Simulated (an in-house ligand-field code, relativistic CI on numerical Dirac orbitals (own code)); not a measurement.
# d4 in a ligand field: terms for several parameter sets

Aim: the terms of a d4 shell from Racah B and C and the field, by exact diagonalisation.

Program: an in-house ligand-field code version 1. Level of theory: parametric ligand-field model of a d^n configuration (Racah B and C, spin-orbit zeta, crystal field), exact diagonalisation. These are calculated values, not measurements, unless marked.

## (1) The system

| Quantity | Value |
| --- | --- |
| shell | d4 |
| set 1 (cm⁻¹) | B = 930, C = 4270, Oh, 10Dq = 30950 |
| set 2 (cm⁻¹) | B = 570, C = 2310, Oh, 10Dq = 29150 |
| set 3 (cm⁻¹) | B = 700, C = 3440, Oh, 10Dq = 9300 |
| set 4 (cm⁻¹) | B = 310, C = 1560, Oh, 10Dq = 27100 |
| set 5 (cm⁻¹) | B = 470, C = 2010, Oh, 10Dq = 12650 |
| set 6 (cm⁻¹) | B = 380, C = 1670, Oh, 10Dq = 37150 |
| set 7 (cm⁻¹) | B = 930, C = 3510, Oh, 10Dq = 15600 |
| set 8 (cm⁻¹) | B = 590, C = 2790, Oh, 10Dq = 9800 |

## (2) Set 1

The run's settings:

```ini
n = 4
racah_B = 930  # cm-1
racah_C = 4270  # cm-1
zeta = 0  # cm-1
symmetry = Oh
field = {"10Dq": 30950}  # cm-1
```

## (3) Set 2

The run's settings:

```ini
n = 4
racah_B = 570  # cm-1
racah_C = 2310  # cm-1
zeta = 0  # cm-1
symmetry = Oh
field = {"10Dq": 29150}  # cm-1
```

## (4) Set 3

The run's settings:

```ini
n = 4
racah_B = 700  # cm-1
racah_C = 3440  # cm-1
zeta = 0  # cm-1
symmetry = Oh
field = {"10Dq": 9300}  # cm-1
```

## (5) Set 4

The run's settings:

```ini
n = 4
racah_B = 310  # cm-1
racah_C = 1560  # cm-1
zeta = 0  # cm-1
symmetry = Oh
field = {"10Dq": 27100}  # cm-1
```

## (6) Set 5

The run's settings:

```ini
n = 4
racah_B = 470  # cm-1
racah_C = 2010  # cm-1
zeta = 0  # cm-1
symmetry = Oh
field = {"10Dq": 12650}  # cm-1
```

## (7) Set 6

The run's settings:

```ini
n = 4
racah_B = 380  # cm-1
racah_C = 1670  # cm-1
zeta = 0  # cm-1
symmetry = Oh
field = {"10Dq": 37150}  # cm-1
```

## (8) Set 7

The run's settings:

```ini
n = 4
racah_B = 930  # cm-1
racah_C = 3510  # cm-1
zeta = 0  # cm-1
symmetry = Oh
field = {"10Dq": 15600}  # cm-1
```

## (9) Set 8

The run's settings:

```ini
n = 4
racah_B = 590  # cm-1
racah_C = 2790  # cm-1
zeta = 0  # cm-1
symmetry = Oh
field = {"10Dq": 9800}  # cm-1
```

(Steps that only read results are left out.)

What does the calculation give? Wanted: lowest terms; sets at their largest spin, of those that allow S over 1.

**Answer**, as computed:

| set | 10Dq/B (size) | lowest | S | electrons in z² and x²-y² | first level of the same spin (cm⁻¹) |
| --- | --- | --- | --- | --- | --- |
| 1: Oh | 33.3 | 3T1 | 1.00 | 0.03 | 3E 27201 |
| 2: Oh | 51.1 | 3T1 | 1.00 | 0.01 | 3E 26899 |
| 3: Oh | 13.3 | 5E | 2.00 | 1.00 | 5T2 9300 |
| 4: Oh | 87.4 | 3T1 | 1.00 | 0.01 | 3E 25516 |
| 5: Oh | 26.9 | 3T1 | 1.00 | 0.04 | 3E 10950 |
| 6: Oh | 97.8 | 3T1 | 1.00 | 0.01 | 3E 35398 |
| 7: Oh | 16.8 | 5E | 2.00 | 1.00 | 5T2 15600 |
| 8: Oh | 16.6 | 5E | 2.00 | 1.00 | 5T2 9800 |

| quantity | value |
| --- | --- |
| lowest terms | 1: 3T1, 2: 3T1, 3: 5E, 4: 3T1, 5: 3T1, 6: 3T1, 7: 5E, 8: 5E |
| sets at their largest spin, of those that allow S over 1 | 3, 7, 8 |

**Reading.** 3 of 8 sets have the highest spin that their shell allows, S = 2. B, C and the field are free parameters here, not those of a compound.
